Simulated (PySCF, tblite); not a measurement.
# C6H8ClN2+: geometry, infrared bands and NMR shifts

What infrared bands and NMR shifts should C6H8ClN2+ (`Clc1cn(C2CC2)c[nH+]1`) show?

The runs use tblite 0.8.0 and PySCF 2.14.0, with density-fitted response routines of our own; the level of theory stands in each step. All values are computed, except where a source is named. Atoms are numbered from 0 throughout.

## (1) The starting structure

17 atoms, charge 1, multiplicity 1; geometry from: force field or distance geometry start.

Bonds of the start (Å): Cl0–C1 1.77, C1–C2 1.39, C2–N3 1.37, N3–C4 1.44, C4–C5 1.54, C5–C6 1.50, N3–C7 1.33, C7–N8 1.35, N8–C1 1.33, C6–C4 1.50, C2–H9 1.09, C4–H10 1.10, C5–H11 1.11, C5–H12 1.11, C6–H13 1.10, C6–H14 1.11, C7–H15 1.10, N8–H16 1.06.

## (2) Relaxing the molecule with GFN2-xTB

Job settings and geometry (Å):

```
{"job": {"kind": "relax", "xc": "GFN2-xTB", "basis": "xTB"}, "charge": 1, "multiplicity": 1}
Cl     4.147500    -0.194500     1.020400
C      2.504400    -0.152600     0.369500
C      1.359700     0.305900     1.008700
N      0.297500     0.163700     0.152200
C     -1.054600     0.535600     0.498700
C     -2.059300     0.529700    -0.674000
C     -2.164700    -0.468400     0.438600
C      0.812700    -0.385200    -0.945400
N      2.140400    -0.588400    -0.834300
H      1.314600     0.723300     2.011600
H     -1.211900     1.374900     1.199700
H     -1.580800     0.227100    -1.628100
H     -2.690900     1.445700    -0.682200
H     -2.971800    -0.318900     1.177700
H     -1.877800    -1.528100     0.289700
H      0.246300    -0.658000    -1.845300
H      2.781700    -0.999700    -1.567400
```

Started as:

```sh
OMP_NUM_THREADS=1 python probes_run.py task.json out
```

This one command runs all jobs of the session in turn.

**Question.** This job is followed by: GFN2-xTB harmonic vibrations, gas phase; GIAO PBE0/pcSseg-1 NMR shielding, non-relativistic, gas phase. What will the session give for the following? strongest single infrared mode (GFN2-xTB); zero-point energy (GFN2-xTB); ¹³C shifts against TMS (PBE0/pcSseg-1, means over atoms taken as alike); ¹H shifts against TMS (PBE0/pcSseg-1, means over atoms taken as alike); ³⁵Cl shifts against HCl (PBE0/pcSseg-1); ¹⁵N shifts against NH3 (PBE0/pcSseg-1).

The runs gave:

```
                                                               quantity                                   value
                              strongest single infrared mode (GFN2-xTB)                   3410 cm⁻¹, 146 km/mol
                                           zero-point energy (GFN2-xTB)                           83.5 kcal/mol
¹³C shifts against TMS (PBE0/pcSseg-1, means over atoms taken as alike)     137.0, 129.2, 129.0, 34.7, 18.9 ppm
 ¹H shifts against TMS (PBE0/pcSseg-1, means over atoms taken as alike)  9.24, 7.60, 7.43, 3.61, 2.08, 1.31 ppm
                                ³⁵Cl shifts against HCl (PBE0/pcSseg-1)                                 214 ppm
                                 ¹⁵N shifts against NH3 (PBE0/pcSseg-1)                        232.0, 199.1 ppm
```

Over 83 steps the energy fell by 0.518 eV; of the close pairs, Cl0–C1 changed most, 1.768 to 1.691 Å. All 45 modes are real, so the xTB geometry is a minimum. The strongest single mode, at 3410 cm⁻¹, moves mainly H16. GFN2-xTB is a fitted tight-binding method: band positions and strengths are rough. Its intensities can rank the bands wrongly. At PBE0/pcSseg-1: Shielding is most anisotropic at Cl0 (span 467 ppm, paramagnetic term -407 ppm). NICS(1)zz of -25 ppm above the planar ring from C1 marks a diatropic (aromatic) ring current.
